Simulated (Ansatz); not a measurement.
# ClHOSSi: the cost of one run

All numbers below are computed with Ansatz 0.2.0 (RKS PBE0-D4/def2-SVP).

## 1. The structure to begin with

Bond lengths: O1–Si2 1.603 Å, Si2–S3 1.974 Å, Si2–Cl4 2.013 Å, O1–H5 0.958 Å. Angles: O1–Si2–S3 124.6°, O1–Si2–Cl4 107.9°, S3–Si2–Cl4 127.5°, Si2–O1–H5 125.5°.

As a file:

```xyz
5

O     0.2740    1.1555    0.2662
Si    0.0534   -0.4278    0.1532
S     0.7301   -1.7484    1.4558
Cl   -1.0099   -0.7872   -1.5181
H    -0.0477    1.8079   -0.3571
```

## 2. Relaxing end A

The input, input.yaml:

```yaml
crystal:
  periodic: [false, false, false]
  atoms:
    - { symbol: O, position_ang: [0.274, 1.15551, 0.26619] }
    - { symbol: Si, position_ang: [0.05345, -0.42778, 0.15325] }
    - { symbol: S, position_ang: [0.73013, -1.74842, 1.45578] }
    - { symbol: Cl, position_ang: [-1.00993, -0.78722, -1.51814] }
    - { symbol: H, position_ang: [-0.04766, 1.80791, -0.35708] }
basis:
  gaussian: { orbitals: def2-SVP }
hamiltonian:
  xc: pbe0
  dispersion: d4
relax:
  f_tol: 0.015
  max_steps: 40
```

Launch:

```console
$ ansatz run input.yaml --threads 1 --pin off --max-ram 2048MiB --backend cpu --events-out ev --progress --plain --runs-dir out
```

What time and memory should one allow on 1 thread of an Arm CPU, shared host?

About 18 s, with a peak of 0.16 GiB.
